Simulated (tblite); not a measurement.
# C4H12GeO2Si: the cost of one run

Programs: tblite 0.8.0 and PySCF 2.14.0, with density-fitted response routines of our own. Each step states its level of theory. These are calculated values for one molecule in the gas phase, unless marked as measured. Atoms count from 0, in the outputs and in this text.

## Step 1: The starting structure

20 atoms, charge 0, multiplicity 1; geometry from: force field or distance geometry start.

Bonds of the start (Å): C0–C1 1.32, C1–C2 1.51, C2–Si3 1.84, Si3–O4 1.71, Si3–O5 1.73, Si3–Ge6 2.30, Ge6–C7 1.93, C0–H8 1.09, C0–H9 1.08, C1–H10 1.09, C2–H11 1.10, C2–H12 1.08, O4–H13 0.99, O5–H14 1.01, Ge6–H15 1.56, Ge6–H16 1.55, C7–H17 1.13, C7–H18 1.11, C7–H19 1.11.

## Step 2: Geometry optimisation with GFN2-xTB

What the job is given:

```
{"job": {"kind": "relax", "xc": "GFN2-xTB", "basis": "xTB"}, "charge": 0, "multiplicity": 1}
C     -3.190800     0.647900    -0.352600
C     -2.438600    -0.417400    -0.148700
C     -1.074900    -0.433800    -0.797700
Si     0.145700    -0.541500     0.579000
O      0.816800    -2.115300     0.564100
O     -0.663300    -0.231100     2.072200
Ge     1.857700     0.981600     0.427100
C      3.276100     0.257700    -0.661300
H     -4.178500     0.684900     0.114900
H     -2.872000     1.474700    -0.965600
H     -2.734500    -1.261500     0.467900
H     -1.006600     0.488200    -1.385800
H     -1.055300    -1.310300    -1.425100
H      0.102500    -2.806100     0.550700
H     -1.129400     0.666200     1.989800
H      2.330600     1.316800     1.877000
H      1.274900     2.291800    -0.158400
H      3.019100    -0.807100    -0.919000
H      4.278100     0.334700    -0.193000
H      3.237200     0.790100    -1.638400
```

Started as:

```
$ OMP_NUM_THREADS=1 python probes_run.py task.json out
```

This one command runs all jobs of the session in turn.

**Question.** How long does this first job take on 1 thread of Arm Neoverse N1, shared host?

About 1.6 s.
